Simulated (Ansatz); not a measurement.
# LaLu2N3: the cost of one run

Computed with Ansatz 0.2.0 (DFT PBE, scalar-relativistic, plane waves, PAW, unless a step names another level, unless a step's input says otherwise).

## 1. The structure to begin with

Symmetry: P-3m1, No. 164, trigonal system. Conventional cell: a = 3.483 Å, b = 3.483 Å, c = 8.627 Å, α = 90.00°, β = 90.00°, γ = 120.00°. Around La (site symmetry -3m) lie 6 N at 2.58 Å. Lu (site symmetry 3m) has 6 N at 2.42 Å as nearest neighbours. Around N (site symmetry -3m) lie 6 Lu at 2.42 Å. Around N (site symmetry 3m) lie 3 Lu at 2.42 Å and 3 La at 2.58 Å.

Structure file:

```xyz
6
Lattice="3.4828 0.0000 0.0000 -1.7414 3.0162 0.0000 0.0000 0.0000 8.6265" Properties=species:S:1:pos:R:3 pbc="T T T"
La    0.0000    0.0000    0.0000
Lu    1.7414    1.0054    5.6669
Lu    0.0000    2.0108    2.9596
N     0.0000    0.0000    4.3133
N     1.7414    1.0054    1.6125
N     0.0000    2.0108    7.0140
```

It came out lowest among 22 distinct ends of the trial cells. At a tolerance of 0.05 Å it has space group P-3m1 (No. 164).

## 2. Relaxing to 0.001 eV/Å, on the response runs' mesh and smearing

input.yaml reads:

```yaml
crystal:
  lattice:
    - [3.482784711, 0.0, 0.0]
    - [-1.7413923555, 3.0161800356, 0.0]
    - [0.0, 0.0, 8.6265336792]
  atoms:
    - { symbol: La, position: [0.0, 0.0, 0.0] }
    - { symbol: Lu, position: [0.6666666667, 0.3333333333, 0.6569186932] }
    - { symbol: Lu, position: [0.3333333333, 0.6666666667, 0.3430813068] }
    - { symbol: "N", position: [0.0, 0.0, 0.5] }
    - { symbol: "N", position: [0.6666666667, 0.3333333333, 0.1869286393] }
    - { symbol: "N", position: [0.3333333333, 0.6666666667, 0.8130713607] }
basis:
  ecutwfc: 420
kpoints:
  mp_grid: { grid: [12, 12, 4] }
hamiltonian:
  xc: pbe
scf:
  occupations: { method: gaussian, width: 0.1 }
output:
  forces: true
  stress: true
  eigenvalues: true
relax:
  adjacent_minimum: "off"
  f_tol: 0.001
  max_steps: 60
  cell: { stress_tol: 0.01 }
```

Started as:

```console
$ ansatz run input.yaml --threads 3 --pin off --max-ram 7680MiB --backend cpu --events-out ev --progress --plain --runs-dir out
```

Q: Estimate wall time and peak memory on 3 threads of Intel Xeon at 2.70GHz, shared host.

About 27 s, with a peak of 0.62 GiB.
